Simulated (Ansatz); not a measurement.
Geometry optimisation, DFT PBE, scalar-relativistic, plane waves, PAW in Ansatz.

The input (input.yaml):

```yaml
crystal:
  lattice:
    - [6.238379, 0.0, 0.0]
    - [3.119189, 5.402595, 0.0]
    - [0.0, 0.0, 18.367019]
  atoms:
    - { symbol: Mg, position: [0.0, 0.0, 0.05444542] }
    - { symbol: O, position: [0.33333342, 0.83333327, 0.12377641] }
    - { symbol: Mg, position: [5.0e-08, 0.49999996, 0.05444542] }
    - { symbol: O, position: [0.33333336, 0.33333331, 0.12377641] }
    - { symbol: Mg, position: [0.49999999, 0.0, 0.05444542] }
    - { symbol: O, position: [0.83333341, 0.83333327, 0.12377641] }
    - { symbol: Mg, position: [0.50000004, 0.49999996, 0.05444542] }
    - { symbol: O, position: [0.83333335, 0.33333331, 0.12377641] }
    - { symbol: Mg, position: [0.66666672, 0.66666661, 0.19310741] }
    - { symbol: O, position: [5.0e-08, 0.49999996, 0.26243841] }
    - { symbol: Mg, position: [0.66666667, 0.16666665, 0.19310741] }
    - { symbol: O, position: [0.0, 0.0, 0.26243841] }
    - { symbol: Mg, position: [0.16666674, 0.66666661, 0.19310741] }
    - { symbol: O, position: [0.50000004, 0.49999996, 0.26243841] }
    - { symbol: Mg, position: [0.16666668, 0.16666665, 0.19310741] }
    - { symbol: O, position: [0.49999999, 0.0, 0.26243841] }
    - { symbol: Mg, position: [0.33333336, 0.33333331, 0.33176941] }
    - { symbol: O, position: [0.66666667, 0.16666665, 0.40110041] }
    - { symbol: Mg, position: [0.33333342, 0.83333327, 0.33176941] }
    - { symbol: O, position: [0.66666672, 0.66666661, 0.40110041] }
    - { symbol: Mg, position: [0.83333335, 0.33333331, 0.33176941] }
    - { symbol: O, position: [0.16666668, 0.16666665, 0.40110041] }
    - { symbol: Mg, position: [0.83333341, 0.83333327, 0.33176941] }
    - { symbol: O, position: [0.16666674, 0.66666661, 0.40110041] }
    - { symbol: F, position: [0.16666674, 0.66666661, 0.46915718] }
    - { symbol: F, position: [0.61111116, 0.61111106, 0.46099036] }
basis:
  ecutwfc: 420.0
kpoints:
  mp_grid: { grid: [2, 2, 1] }
hamiltonian:
  xc: pbe
  pseudopotentials: { kind: paw, azcp: { folder: soft_1 } }
scf:
  occupations: { method: fermi_dirac, width: 0.02 }
  lower_state_search: "off"
relax:
  f_tol: 0.03
  max_steps: 60
  adjacent_minimum: "off"
  constraints: [{ sites: [0, 1, 2, 3, 4, 5, 6, 7] }]
```

Command:

```bash
$ ansatz run input.yaml --threads 2 --pin off --max-ram 5120MiB --backend cpu --events-out ev --progress --plain --runs-dir out
```

Where does it end, and by what steps?

The forces met the threshold. Limits of this set-up: coarse k mesh, thin slab, slab without dipole correction, no dispersion correction for a molecule that may bind weakly. After 7 steps the energy has fallen by 4.087 eV; F26 moved furthest, 0.66 Å. The start is strongly strained (largest force component 10 eV/Å).

```tsv
step	energy less start (eV)	largest force component (eV/Å)	accepted
0	0.0000	9.764	yes
1	-2.6014	3.948	yes
2	-3.6463	1.337	yes
3	-4.0055	0.583	yes
4	-4.0305	0.494	yes
5	-4.0847	0.067	yes
6	-4.0871	0.031	yes
7	-4.0873	0.014	yes
```

```xyz
26
Lattice="6.2384 0.0000 0.0000 3.1192 5.4026 0.0000 0.0000 0.0000 18.3670" Properties=species:S:1:pos:R:3
Mg 0.000 0.000 1.000
O 4.679 4.502 2.273
Mg 1.560 2.701 1.000
O 3.119 1.801 2.273
Mg 3.119 0.000 1.000
O 7.798 4.502 2.273
Mg 4.679 2.701 1.000
O 6.238 1.801 2.273
Mg 6.238 3.590 3.607
O 1.560 2.743 4.667
Mg 4.679 0.922 3.658
O 0.000 -0.029 4.624
Mg 3.119 3.590 3.607
O 4.679 2.743 4.667
Mg 1.559 0.922 3.658
O 3.119 -0.029 4.624
Mg 3.119 1.730 6.216
O 4.678 0.849 6.847
Mg 4.679 4.522 6.032
O 6.238 3.598 6.925
Mg 6.238 1.731 6.217
O 1.559 0.849 6.848
Mg 7.798 4.522 6.032
O 3.119 3.598 6.925
F 3.119 3.698 8.367
F 6.238 3.698 8.367
```

Whether the end is a true minimum wasn't checked by a vibrational analysis.

Time of the run: 68 s on 2 threads of Intel(R) Xeon(R) 6975P-C (Granite Rapids), with other jobs on the host, peak memory 1.2 GiB.
